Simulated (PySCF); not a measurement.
# GaGe+: from the state search to spectroscopic constants

The task here is to estimate one member of a computed series from the others.

Method: Ga pcseg-1, Ge pcseg-1, no relativity; program: PySCF 2.14.0.

Set-up of the first run:

A driver script around PySCF takes these settings:

```yaml
atoms: Ga, Ge
charge: 1
basis: Ga pcseg-1, Ge pcseg-1
Hamiltonian: no relativity
basis_functions: 54
electrons_treated: 62
masses_in_u: 68.9256, 73.9212
levels: PBE0, PBE, r²SCAN, B97-3, BHandHLYP, BP86, HF, MP2, SCS-MP2
grid: 80 radial by 434 angular points
occupations: held fixed by the projection of orbital angular momentum
dissociation_limit: Ga+ + Ge, each in its ground configuration
starting_distance_in_angstrom: 2.465
values_of_2S_to_try: 0, 2
```

On the command line:

```sh
OMP_NUM_THREADS=1 python dia.py task.json out
```

Among the steps run: Set-up; First curve: PBE0; Other states along the same grid; PBE (GGA); r²SCAN (meta-GGA); B97-3; BHandHLYP; BP86; UHF.

One table of the session follows, with a row left open; its other results are not shown here.

It belongs to the step «Constants by level of theory». 

```
      level  Re (Å)  ωe (cm⁻¹)  De (eV)
        UHF   3.111       91.5     0.57
    UHF-MP2   2.994      104.7     0.75
UHF-SCS-MP2   3.033       99.4     0.69
        PBE   2.909      113.9     1.14
       BP86   2.919      111.6     1.11
     r²SCAN   2.863      118.8     1.10
       PBE0   2.891      116.4     1.03
      B97-3   2.969      104.8     0.92
  BHandHLYP       ?          ?        ?
```

Estimate the missing values for BHandHLYP.

The run gave: Re (Å): 2.947; ωe (cm⁻¹): 108.7; De (eV): 0.88. In the column «Re (Å)» it lies between BP86 (2.919) and B97-3 (2.969).

De is counted to Ga+ + Ge in their ground configurations.
